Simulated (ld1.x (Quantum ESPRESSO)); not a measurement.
# Pseudopotential generation for tin: RRKJ, BP86

Aim: build the potential from the settings below, then test how well it stands in for the atom: other configurations, scattering, ghost states and the plane-wave cutoff that it needs.

The numbers are computed with ld1.x (Quantum ESPRESSO) 7.5 (BP86, scalar-relativistic, spin-unpolarised reference atom).

### Step 1. Starting point

The settings as typed:

* element: tin (Sn, Z = 50)
* type: norm-conserving RRKJ (Kleinman–Bylander form)
* frozen core: [Ar] 3d10
* valence charge: 22
* reference configuration: 4s2 4p6 4d10 5s1.5 5p2.5
* partial waves: 4p (bound): rc 1.55 bohr; 4d (bound): rc 1.75 bohr; 4s (bound): rc 1.30 bohr
* occupied shells without a wave: 5p, 5s
* local potential: the s channel
* core correction: not asked for

An earlier all-electron run gives the scale for the radii.

All-electron outer shells of the reference configuration (BP86, scalar-relativistic, ld1.x):

```json
{"shell": "3p", "level (eV)": "-699.86", "outermost node (bohr)": "0.14", "outermost maximum (bohr)": "0.30"}
{"shell": "3d", "level (eV)": "-474.43", "outermost node (bohr)": "–", "outermost maximum (bohr)": "0.25"}
{"shell": "4s", "level (eV)": "-134.81", "outermost node (bohr)": "0.40", "outermost maximum (bohr)": "0.74"}
{"shell": "4p", "level (eV)": "-90.56", "outermost node (bohr)": "0.41", "outermost maximum (bohr)": "0.79"}
{"shell": "4d", "level (eV)": "-26.67", "outermost node (bohr)": "0.39", "outermost maximum (bohr)": "0.88"}
{"shell": "5s", "level (eV)": "-11.16", "outermost node (bohr)": "0.98", "outermost maximum (bohr)": "1.99"}
{"shell": "5p", "level (eV)": "-4.15", "outermost node (bohr)": "1.09", "outermost maximum (bohr)": "2.52"}
```

### Step 2. Generating the potential

Sn.in

```
 &input
   title='Sn', zed=50., rel=1, dft='BP', iswitch=3,
   config='[Kr] 4d10 5s1.5 5p2.5',
   nld=3, rlderiv=1.90, eminld=-12.0, emaxld=5.0, deld=0.04
 /
 &inputp
   pseudotype=2, tm=.false., rho0=0.001, lloc=0,
   nlcc=.false.,
   file_pseudopw='Sn.UPF', file_wfcaegen='ae.wfc', file_wfcncgen='nc.wfc', file_beta='beta', file_chi='chi'
 /
3
4P  2  1   6.00   0.00  1.55  1.55  0.0
4D  3  2  10.00   0.00  1.75  1.75  0.0
4S  1  0   2.00   0.00  1.30  1.30  0.0
 &test
   configts(1)='4s2 4p6 4d10 5s1.5 5p2.5'
 /
```

Launch:

```bash
$ ld1.x < Sn.in > Sn.out
```

The output, Sn.out (without the banner and most projector matrices):

```text
     Program LD1 v.7.5
     --------------------------- All-electron run ----------------------------

     Sn
     scalar relativistic calculation

     atomic number is 50.00
     dft =BP   lsd =0 sic =0 latt =0  beta=0.20 tr2=1.0E-14
     Exchange-correlation= BP
                           (   1   1   1   1   0   0   0)
     mesh =1243 r(mesh) = 100.78374 a.u. xmin = -7.00 dx = 0.01250
     1 Ry =  13.60569312 eV, c = 137.03599908

     n l     nl                  e(Ry)          e(Ha)          e(eV)
     1 0     1S 1( 2.00)     -2132.9721     -1066.4861    -29020.5640
     2 0     2S 1( 2.00)      -322.0515      -161.0257     -4381.7336
     2 1     2P 1( 6.00)      -289.1147      -144.5574     -3933.6059
     3 0     3S 1( 2.00)       -62.2013       -31.1007      -846.2920
     3 1     3P 1( 6.00)       -51.4390       -25.7195      -699.8626
     4 0     4S 1( 2.00)        -9.9082        -4.9541      -134.8085
     4 1     4P 1( 6.00)        -6.6560        -3.3280       -90.5598
     3 2     3D 1(10.00)       -34.8696       -17.4348      -474.4254
     4 2     4D 1(10.00)        -1.9603        -0.9801       -26.6707
     5 0     5S 1( 1.50)        -0.8201        -0.4101       -11.1585
     5 1     5P 1( 2.50)        -0.3053        -0.1527        -4.1540

     final scf error:  9.4E-15 reached in  36 iterations

     Etot =  -12356.403015 Ry,   -6178.201508 Ha, -168117.427528 eV

     Ekin =   12901.140569 Ry,    6450.570284 Ha,  175528.959515 eV
     Encl =  -29874.909232 Ry,  -14937.454616 Ha, -406468.847092 eV
     Eh   =    4949.097851 Ry,    2474.548926 Ha,   67335.906600 eV
     Exc  =    -331.732203 Ry,    -165.866101 Ha,   -4513.446551 eV

     normalization and overlap integrals

     s(1S/1S) =  1.000000  <r> =   0.0291  <r2> =    0.0011  r(max) =   0.0188
     s(2S/2S) =  1.000000  <r> =   0.1255  <r2> =    0.0186  r(max) =   0.1054
     s(2P/2P) =  1.000000  <r> =   0.1096  <r2> =    0.0147  r(max) =   0.0853
     s(3S/3S) =  1.000000  <r> =   0.3394  <r2> =    0.1317  r(max) =   0.3090
     s(3P/3P) =  1.000000  <r> =   0.3377  <r2> =    0.1323  r(max) =   0.3013
     s(4S/4S) =  1.000000  <r> =   0.8183  <r2> =    0.7578  r(max) =   0.7412
     s(4P/4P) =  1.000000  <r> =   0.8856  <r2> =    0.8964  r(max) =   0.7890
     s(3D/3D) =  1.000000  <r> =   0.3146  <r2> =    0.1175  r(max) =   0.2498
     s(4D/4D) =  1.000000  <r> =   1.0978  <r2> =    1.4341  r(max) =   0.8829
     s(5S/5S) =  1.000000  <r> =   2.3761  <r2> =    6.4492  r(max) =   1.9897
     s(5P/5P) =  1.000000  <r> =   3.1750  <r2> =   11.7621  r(max) =   2.5231

     ------------------------ End of All-electron run ------------------------

     --------------------- Generating NC pseudopotential ---------------------

      Generating local pot.: lloc=0, matching radius rcloc =   1.3000

      Wfc   4P  rcut= 1.550  Estimated cut-off energy=       77.64 Ry
      This function has    0 nodes for 0 < r <    1.550

      Wfc   4D  rcut= 1.756  Estimated cut-off energy=       77.36 Ry
      This function has    0 nodes for 0 < r <    1.756

     ------------------- End of pseudopotential generation -------------------

     [... the all-electron block is printed once more ...]


     Computing logarithmic derivative in   1.90455

       Warning: n=2, l=1 expected 0 nodes, found 1
       Setting wfc to zero for this iteration
       (This warning will only be printed once per wavefunction)

       Warning: n=3, l=2 expected 0 nodes, found 1
       Setting wfc to zero for this iteration
       (This warning will only be printed once per wavefunction)

       Warning: n=2, l=0 expected 1 nodes, found 2
       Setting wfc to zero for this iteration
       (This warning will only be printed once per wavefunction)

     Message from routine run_pseudo:
     Warning: convergence not achieved
     Computing logarithmic derivative in   1.90455
     Computing the partial wave expansion
       no projector for channel:   0
     R is outside the sphere for l=    1 j= 0.00
     R is outside the sphere for l=    2 j= 0.00

     ---------------------- Testing the pseudopotential ----------------------

     Sn
     scalar relativistic calculation

     atomic number is 50.00   valence charge is 22.00
     dft =BP   lsd =0 sic =0 latt =0  beta=0.20 tr2=1.0E-14
     mesh =1243 r(mesh) = 100.78374 xmin = -7.00 dx = 0.01250

     n l     nl             e AE (Ry)        e PS (Ry)    De AE-PS (Ry)
     1 0     4S   1( 2.00)       -9.90824       -9.90823       -0.00001
     2 1     4P   1( 6.00)       -6.65602       -6.65602       -0.00000
     3 2     4D   1(10.00)       -1.96026       -1.96026        0.00000
     2 0     5S   1( 1.50)       -0.82014       -1.05046        0.23032  !
     3 1     5P   1( 2.50)       -0.30532       -0.36334        0.05803  !

     eps = 1.5E-12  iter =201

     Etot =  -12356.403015 Ry,   -6178.201508 Ha, -168117.427528 eV
     Etotps =  -431.768403 Ry,    -215.884201 Ha,   -5874.508385 eV

     Ekin =     149.312366 Ry,      74.656183 Ha,    2031.498235 eV
     Encl =    -888.386283 Ry,    -444.193142 Ha,  -12087.111142 eV
     Ehrt =     360.710050 Ry,     180.355025 Ha,    4907.710247 eV
     Ecxc =     -35.552025 Ry,     -17.776013 Ha,    -483.709942 eV
     Epseu=     -17.852511 Ry,      -8.926255 Ha,    -242.895783 eV

     ---------------------- End of pseudopotential test ----------------------
```

Wall time 5 s (1 thread, shared host). (Generation and the later configuration tests together.)

All-electron and pseudo partial waves u(r) = r·R(r), from the program's wave files:

| r (bohr) | 4d AE | 4d PS | 4s AE | 4s PS |
| --- | --- | --- | --- | --- |
| 0.088 | -0.2434 | 0.0038 | 0.4782 | 0.1721 |
| 0.175 | -0.5282 | 0.0287 | -0.3231 | 0.3416 |
| 0.262 | -0.4612 | 0.0904 | -0.7312 | 0.5094 |
| 0.350 | -0.1581 | 0.1971 | -0.3699 | 0.6756 |
| 0.438 | 0.2057 | 0.3444 | 0.2566 | 0.8344 |
| 0.525 | 0.5244 | 0.5161 | 0.7931 | 0.9764 |
| 0.612 | 0.7646 | 0.6935 | 1.1333 | 1.0913 |
| 0.700 | 0.9230 | 0.8564 | 1.2832 | 1.1649 |
| 0.788 | 1.0075 | 0.9831 | 1.2874 | 1.1822 |
| 0.875 | 1.0349 | 1.0602 | 1.2019 | 1.1389 |
| 0.962 | 1.0226 | 1.0858 | 1.0705 | 1.0437 |
| 1.050 | 0.9834 | 1.0641 | 0.9210 | 0.9136 |
| 1.138 | 0.9276 | 1.0056 | 0.7734 | 0.7724 |
| 1.225 | 0.8637 | 0.9257 | 0.6393 | 0.6392 |
| 1.312 | 0.7960 | 0.8373 | 0.5214 | 0.5214 |
| 1.400 | 0.7271 | 0.7495 | 0.4197 | 0.4197 |
| 1.487 | 0.6610 | 0.6704 | 0.3359 | 0.3359 |
| 1.575 | 0.5974 | 0.6001 | 0.2663 | 0.2663 |
| 1.662 | 0.5386 | 0.5389 | 0.2105 | 0.2105 |
| 1.750 | 0.4836 | 0.4836 | 0.1652 | 0.1652 |
| 1.838 | 0.4332 | 0.4332 | 0.1292 | 0.1292 |
| 1.925 | 0.3879 | 0.3879 | 0.1009 | 0.1009 |
| 2.012 | 0.3467 | 0.3467 | 0.0787 | 0.0787 |
| 2.100 | 0.3092 | 0.3092 | 0.0610 | 0.0610 |
| 2.188 | 0.2754 | 0.2754 | 0.0472 | 0.0472 |
| 2.275 | 0.2454 | 0.2454 | 0.0366 | 0.0366 |

(Part 1 of 2 ends here.)
